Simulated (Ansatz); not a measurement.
# CH4AlBrO: small, medium and large basis sets

An exercise on one series of results from a longer session: the logs are not shown, and one member is left open.

Method: one geometry, several basis sets; program: Ansatz 0.2.0, Gaussian basis.

The runs, in order: PBE0-D4/def2-SVP; ωB97M-V/def2-SVP; PBE0-D4/def2-QZVPP; ωB97M-V/def2-QZVPP; the functionals' def2-TZVPP values are taken from earlier runs.

### The geometry

An earlier PBE0-D4 in a triple-zeta def2 set relaxation fixed the geometry.

SMILES `C[O][AlH][Br]`, 8 atoms, charge 0, spin multiplicity 1.

Atoms are counted from 1 here; the program's logs count them from 0.

Bond lengths: C1–O2 1.400 Å, C1–H5 1.094 Å, C1–H6 1.094 Å, C1–H7 1.096 Å, O2–Al3 1.672 Å, Al3–Br4 2.257 Å, Al3–H8 1.564 Å. Angles: O2–C1–H5 109.8°, O2–C1–H6 109.8°, O2–C1–H7 112.3°, H5–C1–H6 108.1°, H5–C1–H7 108.4°, H6–C1–H7 108.4°, C1–O2–Al3 136.8°, O2–Al3–Br4 118.8°, O2–Al3–H8 119.7°, Br4–Al3–H8 121.6°.

The first run:

Contents of in.yaml:

```yaml
crystal:
  periodic: [false, false, false]
  atoms:
    - {symbol: C, position_ang: [-0.838008, 0.779690, 0.578975]}
    - {symbol: O, position_ang: [0.367951, 0.069363, 0.585206]}
    - {symbol: Al, position_ang: [1.198346, -0.931740, -0.465722]}
    - {symbol: Br, position_ang: [0.293607, -1.375805, -2.484654]}
    - {symbol: H, position_ang: [-1.478457, 0.431040, 1.394766]}
    - {symbol: H, position_ang: [-0.641560, 1.844974, 0.733040]}
    - {symbol: H, position_ang: [-1.384741, 0.662127, -0.363340]}
    - {symbol: H, position_ang: [2.574962, -1.536750, -0.033971]}
basis:
  gaussian: {orbitals: def2-SVP}
hamiltonian: {xc: pbe0, dispersion: d4}
output: {orbitals: {seedname: orbitals}}
```

Command:

```sh
$ ansatz run in.yaml --threads 4 --pin off --events-out ev --progress --plain --max-ram 10444MiB
```

Among the steps run: PBE0-D4 in def2-SVP; ωB97M-V in def2-SVP; PBE0-D4 in def2-QZVPP; ωB97M-V in def2-QZVPP.

One of the session's tables, all rows but one given; the rest of the session is left out.

| functional | basis | HOMO (eV) |
| --- | --- | --- |
| PBE0-D4 | def2-SVP | -8.31 |
| PBE0-D4 | def2-TZVPP | -8.42 |
| PBE0-D4 | def2-QZVPP | -8.44 |
| ωB97M-V | def2-SVP | -10.60 |
| ωB97M-V | def2-TZVPP | -10.76 |
| ωB97M-V | def2-QZVPP | ? |

**Question.** Estimate the row for ωB97M-V, def2-QZVPP.

The run gave: HOMO (eV): -10.78. In the column «HOMO (eV)» it is the lowest.
